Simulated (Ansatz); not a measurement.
Write a Python script for Ansatz's Python interface that makes a comparison of norm-conserving and PAW potentials of In₃Cu, space group Pm-3m. Use (first run): PBE, PAW, the default cutoff (420 eV here), 6×6×6 k-points, cold smearing of 0.05 eV.

```
CELL_PARAMETERS angstrom
4.48277 0.00000 0.00000
0.00000 4.48277 0.00000
0.00000 0.00000 4.48277
ATOMIC_POSITIONS crystal
In 0.00000 0.50000 0.50000
In 0.50000 0.00000 0.50000
In 0.50000 0.50000 0.00000
Cu 0.00000 0.00000 0.00000
```

Script `nc_paw_in3cu.py`:
```python
"""Two kinds of potentials on In3Cu."""

import logging
import sys

import ansatz as az
from ase import Atoms
import numpy as np

logging.basicConfig(stream=sys.stdout, format="[%(levelname)s] %(message)s")
log = logging.getLogger("ansatz_job")
log.setLevel(logging.INFO)

SCF_TOL = 1e-10
FILLING = "cold"
WIDTH_EV = 0.05
KSPACING = 0.26
FUNCTIONAL = "pbe"


def count_gap(report):
    # lowest empty less highest filled band, counting bands; zero where they overlap
    return max(report.get("gap_by_band_count_ev") or 0.0, 0.0)


def main() -> None:
    atoms = Atoms(
        ["In", "In", "In", "Cu"],
        scaled_positions=[
            (0.0, 0.5, 0.5),
            (0.5, 0.0, 0.5),
            (0.5, 0.5, 0.0),
            (0.0, 0.0, 0.0),
        ],
        cell=[
            (4.482767, 0.0, 0.0),
            (0.0, 4.482767, 0.0),
            (0.0, 0.0, 4.482767),
        ],
        pbc=True,
    )
    system = az.Crystal.from_ase(atoms)

    base = (
        system.calculation()
        .scf(tolerance=SCF_TOL)
        .occupations(FILLING, width=WIDTH_EV)
        .kpoints(spacing=KSPACING)
        .functional(FUNCTIONAL)
        .stress()
        .forces()
        .band_table()
    )
    variants = {
        "PAW": base.pseudopotentials("paw"),
        "norm-conserving": base.pseudopotentials("nc"),
    }
    # totals differ by the cores that each treatment holds, so compare what does not depend on them
    rows = []
    for label, variant in variants.items():
        rep = variant.run(threads=1, backend="cpu").report
        levels = np.array(rep["eigenvalues_ev"][0]) - rep["fermi_energy_ev"]
        print(label, "levels at the first k-point near E_F:", np.round(levels[np.abs(levels) < 5], 3))
        rows.append((label, rep["n_electrons"], np.trace(rep["stress_gpa"]) / 3, count_gap(rep)))
    for row in rows:
        print("; ".join(f"{name} = {round(v, 4) if isinstance(v, float) else v}" for name, v in zip(["treatment", "electrons in bands", "P GPa", "gap by band count eV"], row)))


if __name__ == "__main__":
    main()
```

```console
$ python nc_paw_in3cu.py
DeckWarning: basis.ecutwfc = 420 eV, auto-derived from the records' recommended cutoffs: set by In (normal level)
PAW levels at the first k-point near E_F: [-2.924 -2.924 -2.36  -2.36  -2.36  -1.743 -1.743 -1.743 -0.635 -0.635
  0.613]
DeckWarning: basis.ecutwfc = 1251.723767 eV, auto-derived from the records' recommended cutoffs: set by Cu (normal level)
norm-conserving levels at the first k-point near E_F: [-2.927 -2.927 -2.365 -2.365 -2.365 -1.741 -1.741 -1.741 -0.639 -0.639
  0.614]
treatment = PAW; electrons in bands = 58.0; P GPa = 0.6319; gap by band count eV = 0.0
treatment = norm-conserving; electrons in bands = 58.0; P GPa = 0.6255; gap by band count eV = 0.0
```
(Warnings from the package without file and line.)

PAW gives 0.632 GPa and norm-conserving 0.625 GPa, 0.006 GPa apart. They took 4.2 and 21.7 s of processor time.

Notes:
- The computed bands are complete only to about 3.9 eV above the Fermi level.
- The mesh is modest for a metal, so energies can be off by several to tens of meV an atom and pressures by half a GPa or more; differences at equal mesh fare better.
- A gap by band count of zero or less means overlapping bands, a metal.
- The structure comes from a database of computed cells and needn't be a stable or known phase.
- Gaps and levels are Kohn-Sham values on a finite set of k-points, without spin-orbit coupling.
- Stress is positive in compression.
- It ran for 26 s on 1 thread of Arm Neoverse V1, with other jobs on the host, peak memory 0.64 GiB.
